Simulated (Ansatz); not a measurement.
**Ni3Bi under changes of volume**

One of the cells (13.958 Å³/atom); the others are scaled copies at fixed shape and fractional positions:

```
Bi Ni
1.0
     3.82201    0.00000    0.00000
     0.00000    3.82201    0.00000
     0.00000    0.00000    3.82201
Bi Ni
1 3
Direct
  0.00000 0.00000 0.00000
  0.50000 0.50000 0.00000
  0.50000 0.00000 0.50000
  0.00000 0.50000 0.50000
```

The cell comes from a database or a generator and needn't be the stable form of this composition.

* Program: Ansatz 0.2.0
* Functional: PBE
* Potentials or basis: Ansatz PAW
* Cutoff: 420 eV (not typed: the program's choice for these potentials)
* k mesh: 7 × 7 × 7
* Occupations: fermi-dirac, width 0.05 eV
* Spin: collinear spin, ferromagnetic start
* Starting moments: [0.0, 1.0, 1.0, 1.0] μB

```tsv
volume (Å³/atom)	energy over the lowest point (meV/atom)	pressure (GPa)
13.120	?	?
13.399	16.61	8.3
13.679	5.49	4.8
13.958	0.17	1.6
14.237	0.00	-1.2
14.516	4.39	-3.6
14.795	12.82	-5.8
```

Task: What does the run at 13.120 Å³/atom give?

Result: Energy over the lowest point 34.27 meV/atom; pressure 12.3 GPa.

Worked out: A Birch-Murnaghan fit of order 3 (a polynomial in V^(-2/3)) to the other rows has its minimum at 14.11 Å³/atom with B0 = V·E''(V) = 140 GPa and B' = 5.0. It gives 34.21 meV/atom at 13.120 Å³/atom, against the run's 34.27, and -dE/dV = 12.1 GPa, against 12.3.

Energies are extrapolated to zero smearing.

Caveats: the starting moments weren't kept.
